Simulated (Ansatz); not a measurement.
# BClH₂Zn: small, medium and large basis sets

One table from this session's results is given with a row withheld; the runs are named, their logs left out.

The runs use Ansatz 0.2.0, Gaussian basis; one geometry, several basis sets.

The runs, in order: PBE0-D4/def2-SVP; ωB97M-V/def2-SVP; PBE0-D4/def2-QZVPP; ωB97M-V/def2-QZVPP; the functionals' def2-TZVPP values are taken from earlier runs.

### Structure used throughout

An earlier PBE0-D4 in a triple-zeta def2 set relaxation fixed the geometry.

SMILES `Cl[BH][ZnH]`, 5 atoms, charge 0, spin multiplicity 1.

Atoms are counted from 1 here; the program's logs count them from 0.

Bond lengths: Cl1–B2 1.753 Å, B2–Zn3 2.081 Å, B2–H4 1.197 Å, Zn3–H5 1.554 Å. Angles: Cl1–B2–Zn3 119.7°, Cl1–B2–H4 113.2°, Zn3–B2–H4 127.1°, B2–Zn3–H5 179.4°.

Set-up of the first run:

The input, in.yaml:

```yaml
crystal:
  periodic: [false, false, false]
  atoms:
    - {symbol: Cl, position_ang: [-0.745312, -1.438884, 1.490732]}
    - {symbol: B, position_ang: [-0.686605, -0.470460, 0.030326]}
    - {symbol: Zn, position_ang: [0.949679, 0.766399, -0.321236]}
    - {symbol: H, position_ang: [-1.645852, -0.615891, -0.671370]}
    - {symbol: H, position_ang: [2.177888, 1.685236, -0.569853]}
basis:
  gaussian: {orbitals: def2-SVP}
hamiltonian: {xc: pbe0, dispersion: d4}
output: {orbitals: {seedname: orbitals}}
```

Launch:

```
$ ansatz run in.yaml --threads 2 --pin off --events-out ev --progress --plain --max-ram 4352MiB
```

Steps of the session up to this table: PBE0-D4 in def2-SVP; ωB97M-V in def2-SVP; PBE0-D4 in def2-QZVPP; ωB97M-V in def2-QZVPP.

One table of the session follows, with a row left open; its other results are not shown here.

It belongs to the step «Functionals by basis». 

| functional | basis | HOMO (eV) | LUMO (eV) |
| --- | --- | --- | --- |
| PBE0-D4 | def2-SVP | -6.82 | -2.07 |
| PBE0-D4 | def2-TZVPP | -7.00 | -2.36 |
| PBE0-D4 | def2-QZVPP | -7.02 | -2.39 |
| ωB97M-V | def2-SVP | -8.88 | 0.06 |
| ωB97M-V | def2-TZVPP | ? | ? |
| ωB97M-V | def2-QZVPP | -9.14 | -0.55 |

**Question.** Estimate the row for ωB97M-V, def2-TZVPP.

The run gave: HOMO (eV): -9.12; LUMO (eV): -0.48. In the column «HOMO (eV)» it lies between ωB97M-V, def2-QZVPP (-9.14) and ωB97M-V, def2-SVP (-8.88).
